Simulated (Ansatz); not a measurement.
# C4H11B: the cost of one run

Program: Ansatz 0.2.0, Gaussian basis. Level of theory: the settings change from run to run. These are calculated values, not measurements.

## Step 1: The relaxed structure

An earlier PBE0-D4 in a triple-zeta def2 set relaxation fixed the geometry.

SMILES `BC(C)(C)C`, 16 atoms, charge 0, spin multiplicity 1.

Atoms are counted from 1 here; the program's logs count them from 0.

Bond lengths: B1–C2 1.555 Å, B1–H6 1.199 Å, B1–H7 1.199 Å, C2–C3 1.551 Å, C2–C4 1.525 Å, C2–C5 1.525 Å, C3–H8 1.096 Å, C3–H9 1.094 Å, C3–H10 1.094 Å, C4–H11 1.096 Å, C4–H12 1.093 Å, C4–H13 1.093 Å, C5–H14 1.093 Å, C5–H15 1.096 Å, C5–H16 1.093 Å. Angles: C2–B1–H6 120.4°, C2–B1–H7 120.4°, H6–B1–H7 118.9°, B1–C2–C3 97.5°, B1–C2–C4 114.8°, B1–C2–C5 114.8°, C3–C2–C4 109.0°, C3–C2–C5 109.0°, C4–C2–C5 110.7°, C2–C3–H8 108.5°, C2–C3–H9 112.4°, C2–C3–H10 112.4°, H8–C3–H9 107.4°, H8–C3–H10 107.5°, H9–C3–H10 108.5°, C2–C4–H11 110.9°, C2–C4–H12 111.2°, C2–C4–H13 111.4° and more.

Coordinates:

```mol
C4H11B
  3D, bonds by distance, orders not assigned

 16 15  0  0  0  0  0  0  0  0999 V2000
   -0.3551    1.2694   -0.9701 B   0  0
   -0.0952    0.0076   -0.0992 C   0  0
    1.0290    0.6020    0.7879 C   0  0
    0.4550   -1.1931   -0.8611 C   0  0
   -1.2627   -0.4075    0.7892 C   0  0
    0.2927    1.4679   -1.9598 H   0  0
   -1.1248    2.1126   -0.6025 H   0  0
    1.3534   -0.1666    1.4984 H   0  0
    0.6887    1.4634    1.3698 H   0  0
    1.9049    0.9005    0.2049 H   0  0
    0.7832   -1.9779   -0.1700 H   0  0
   -0.3055   -1.6293   -1.5147 H   0  0
    1.3078   -0.9141   -1.4847 H   0  0
   -2.0869   -0.8128    0.1958 H   0  0
   -0.9569   -1.1839    1.4997 H   0  0
   -1.6507    0.4393    1.3607 H   0  0
  1  2  8  0
  2  3  8  0
  2  4  8  0
  2  5  8  0
  1  6  8  0
  1  7  8  0
  3  8  8  0
  3  9  8  0
  3 10  8  0
  4 11  8  0
  4 12  8  0
  4 13  8  0
  5 14  8  0
  5 15  8  0
  5 16  8  0
M  END
```

## Step 2: wPBEh/pcseg-2

Options: high accuracy.

Contents of in.yaml:

```yaml
crystal:
  periodic: [false, false, false]
  atoms:
    - {symbol: B, position_ang: [-0.355110, 1.269393, -0.970088]}
    - {symbol: C, position_ang: [-0.095169, 0.007563, -0.099207]}
    - {symbol: C, position_ang: [1.029019, 0.601992, 0.787906]}
    - {symbol: C, position_ang: [0.454963, -1.193140, -0.861071]}
    - {symbol: C, position_ang: [-1.262746, -0.407502, 0.789188]}
    - {symbol: H, position_ang: [0.292703, 1.467854, -1.959770]}
    - {symbol: H, position_ang: [-1.124802, 2.112588, -0.602511]}
    - {symbol: H, position_ang: [1.353372, -0.166564, 1.498372]}
    - {symbol: H, position_ang: [0.688736, 1.463374, 1.369824]}
    - {symbol: H, position_ang: [1.904942, 0.900497, 0.204932]}
    - {symbol: H, position_ang: [0.783188, -1.977934, -0.169981]}
    - {symbol: H, position_ang: [-0.305456, -1.629289, -1.514667]}
    - {symbol: H, position_ang: [1.307841, -0.914073, -1.484693]}
    - {symbol: H, position_ang: [-2.086930, -0.812828, 0.195827]}
    - {symbol: H, position_ang: [-0.956889, -1.183924, 1.499727]}
    - {symbol: H, position_ang: [-1.650662, 0.439293, 1.360710]}
basis:
  gaussian: {orbitals: pcseg-2}
hamiltonian: {xc: {name: wPBEh}}
accuracy: high
```

On the command line:

```sh
> ansatz run in.yaml --threads 4 --pin off --events-out ev --progress --plain --max-ram 10444MiB
```

Q: Estimate wall time and peak memory on 4 threads of Arm Neoverse V1, shared host.

About 29 s, with a peak of 3.3 GiB.
